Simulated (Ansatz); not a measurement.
# C₇H₆O₂: small, medium and large basis sets

Aim: see how fast density functionals converge with the basis set for C₇H₆O₂.

The runs use Ansatz 0.2.0, Gaussian basis; one geometry, several basis sets.

The runs, in order: PBE0-D4/def2-SVP; ωB97M-V/def2-SVP; PBE0-D4/def2-QZVPP; ωB97M-V/def2-QZVPP; the functionals' def2-TZVPP values are taken from earlier runs.

## Step 1: The geometry

An earlier PBE0-D4 in a triple-zeta def2 set relaxation fixed the geometry.

SMILES `O=COc1ccccc1`, 15 atoms, charge 0, spin multiplicity 1.

Atoms are counted from 1 here; the program's logs count them from 0.

Bond lengths: O1–C2 1.191 Å, C2–O3 1.345 Å, C2–H10 1.099 Å, O3–C4 1.390 Å, C4–C5 1.382 Å, C4–C9 1.384 Å, C5–C6 1.386 Å, C5–H11 1.083 Å, C6–C7 1.386 Å, C6–H12 1.084 Å, C7–C8 1.387 Å, C7–H13 1.083 Å, C8–C9 1.386 Å, C8–H14 1.084 Å, C9–H15 1.082 Å. Angles: O1–C2–O3 126.8°, O1–C2–H10 125.2°, O3–C2–H10 108.0°, C2–O3–C4 119.7°, O3–C4–C5 116.8°, O3–C4–C9 121.6°, C5–C4–C9 121.5°, C4–C5–C6 119.2°, C4–C5–H11 119.3°, C6–C5–H11 121.5°, C5–C6–C7 120.2°, C5–C6–H12 119.6°, C7–C6–H12 120.2°, C6–C7–C8 119.8°, C6–C7–H13 120.1°, C8–C7–H13 120.1°, C7–C8–C9 120.6°, C7–C8–H14 120.1° and more.

## Step 2: PBE0-D4 in def2-SVP

in.yaml

```yaml
crystal:
  periodic: [false, false, false]
  atoms:
    - {symbol: O, position_ang: [2.843148, -0.776326, 0.593740]}
    - {symbol: C, position_ang: [2.768348, 0.407123, 0.487087]}
    - {symbol: O, position_ang: [1.662486, 1.123791, 0.220274]}
    - {symbol: C, position_ang: [0.446110, 0.473446, 0.049409]}
    - {symbol: C, position_ang: [-0.261034, 0.768533, -1.101235]}
    - {symbol: C, position_ang: [-1.512614, 0.202859, -1.288705]}
    - {symbol: C, position_ang: [-2.043077, -0.648951, -0.332002]}
    - {symbol: C, position_ang: [-1.319222, -0.931029, 0.817380]}
    - {symbol: C, position_ang: [-0.068167, -0.369833, 1.018522]}
    - {symbol: H, position_ang: [3.609769, 1.107099, 0.587566]}
    - {symbol: H, position_ang: [0.172699, 1.438460, -1.833488]}
    - {symbol: H, position_ang: [-2.073117, 0.430465, -2.187780]}
    - {symbol: H, position_ang: [-3.020668, -1.091861, -0.480337]}
    - {symbol: H, position_ang: [-1.729834, -1.595459, 1.568580]}
    - {symbol: H, position_ang: [0.503372, -0.589118, 1.910191]}
basis:
  gaussian: {orbitals: def2-SVP}
hamiltonian: {xc: pbe0, dispersion: d4}
output: {orbitals: {seedname: orbitals}}
```

On the command line:

```console
$ ansatz run in.yaml --threads 2 --pin off --events-out ev --progress --plain --max-ram 32768MiB --backend cpu
```

The runs that follow: ωB97M-V in def2-SVP; PBE0-D4 in def2-QZVPP; ωB97M-V in def2-QZVPP.

Before running them: what should the planned runs give, taken together? Wanted: PBE0-D4: double and triple zeta above quadruple; ωB97M-V: double and triple zeta above quadruple.

The runs gave:

```
                                       quantity           value
PBE0-D4: double and triple zeta above quadruple  13.23, 0.59 eV
ωB97M-V: double and triple zeta above quadruple  13.62, 0.55 eV
```

**Reading.** For PBE0-D4 the step from double to triple zeta gains 12.64 eV and the next only 0.59 eV. These are total energies; as a rule much of such shifts cancels in differences, which this series doesn't test.
